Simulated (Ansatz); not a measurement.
LiHPd, space group P4/mmm, a check of PAW against all-electron LAPW

Computed with Ansatz's Python interface.

Input file `lihpd.xyz`:
```text
3
Lattice="2.7794667 0.0 0.0 0.0 2.7794667 0.0 0.0 0.0 3.90431543" Properties=species:S:1:pos:R:3 pbc="T T T"
Li    1.38973335    1.38973335    1.95215772
H     1.38973335    1.38973335    0.00000000
Pd    0.00000000    0.00000000    0.00000000
```

The cells in order, each with its output:

**Cell 1**
```python
import ansatz as az
import numpy as np
```

**Cell 2**
```python
def count_gap(report):
    # lowest empty less highest filled band, counting bands; zero where they overlap
    return max(report.get("gap_by_band_count_ev") or 0.0, 0.0)
```

**Cell 3**
```python
structure = az.Crystal.from_extxyz("lihpd.xyz")

model = (
    structure.calculation()
    .functional("lda")
    .kpoints(10, 10, 7)
    .occupations("fermi_dirac", width=0.1)
    .stress()
    .forces()
    .band_table()
)
variants = {
    "PAW": model.pseudopotentials("paw"),
    "LAPW": model.pseudopotentials("all_electron", lapw=True),
}
# totals differ by the cores that each treatment holds, so compare what does not depend on them
rows = []
for label, variant in variants.items():
    summary = variant.run(threads=1, pin="off").report
    levels = np.array(summary["eigenvalues_ev"][0]) - summary["fermi_energy_ev"]
    print(label, "levels at the first k-point near E_F:", np.round(levels[np.abs(levels) < 5], 3))
    rows.append((label, summary["n_electrons"], np.trace(summary["stress_gpa"]) / 3, float(np.abs(summary["forces_ev_ang"]).max()), count_gap(summary)))
lines = [",".join(["treatment", "electrons in bands", "P GPa", "max force component eV/A", "gap by band count eV"])] + [",".join(f"{v:.4f}" if isinstance(v, float) else str(v) for v in row) for row in rows]
print("\n".join(lines))
with open("paw_lapw.csv", "w") as handle:
    handle.write("\n".join(lines) + "\n")
```
Output:
```text
DeckWarning: basis.ecutwfc = 420 eV, auto-derived from the records' recommended cutoffs: set by Li (normal level)
PAW levels at the first k-point near E_F: [-4.956 -4.333 -2.069 -2.069 -1.69   1.31 ]
LAPW levels at the first k-point near E_F: [-4.96  -4.338 -2.071 -2.071 -1.688  1.31 ]
treatment,electrons in bands,P GPa,max force component eV/A,gap by band count eV
PAW,22.0000,-5.1987,0.0000,0.0000
LAPW,32.0000,-5.2059,0.0000,0.0000
```

PAW gives -5.199 GPa and LAPW -5.206 GPa, 0.007 GPa apart. They took 1.8 and 21.5 s of processor time.

Reading the output:
- The mesh is modest for a metal, so energies can be off by several to tens of meV an atom and pressures by half a GPa or more; differences at equal mesh fare better.
- A gap by band count of zero or less means overlapping bands, a metal.
- At these settings the cell as given stands under about -5 GPa, so it isn't at this functional's equilibrium volume.
- This cell is a computed structure, which may not be the phase found in nature.
- Gaps and levels are Kohn-Sham values on a finite set of k-points, without spin-orbit coupling.
- Warnings are shown shortened and without file and line.
- Pressure is positive in compression; the treatments may keep other shells as core, so totals and counts of electrons can differ.
- Hardware and time: 24 s on 1 thread of Arm Neoverse V1, on a shared host, peak memory 0.67 GiB.
